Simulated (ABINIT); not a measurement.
WF:

```xyz
2
Lattice="1.3659 0.7886 5.0696 -1.3659 0.7886 5.0696 0.0000 -1.5772 5.0696" Properties=species:S:1:pos:R:3 pbc="T T T"
W     0.0000    0.0000   12.3818
F     0.0000    0.0000   14.2525
```

The cell was built by a generator and needn't be a form met in nature.

Base run:

| Property | Result |
| --- | --- |
| Program | ABINIT 10.8.3 (patched build) |
| Functional | PBE |
| Potentials or basis | JTH PAW PBE v2.0 |
| Cutoff | 626 eV |
| k mesh | 9 × 9 × 9 |
| Occupations | fermi-dirac, width 0.05 eV |
| Spin | no spin polarisation |

Its results: band gap on the k mesh none (metal or under the smearing width); pressure -0.8 GPa; largest force 0.250 eV/Å.

Question: The run is repeated on the same cell with these changes: spin from no spin polarisation to spin-orbit coupling, no magnetisation. What comes out?

Answer: Band gap on the k mesh none (metal or under the smearing width); pressure 0.0 GPa; largest force 0.298 eV/Å.

Caveats: the atomic spheres overlap; spin-orbit coupling is left out, which moves the levels of the heavy elements (some runs); an odd number of electrons without spin polarisation forces a metal (some runs); a magnetic or distorted state may lie lower (some runs).
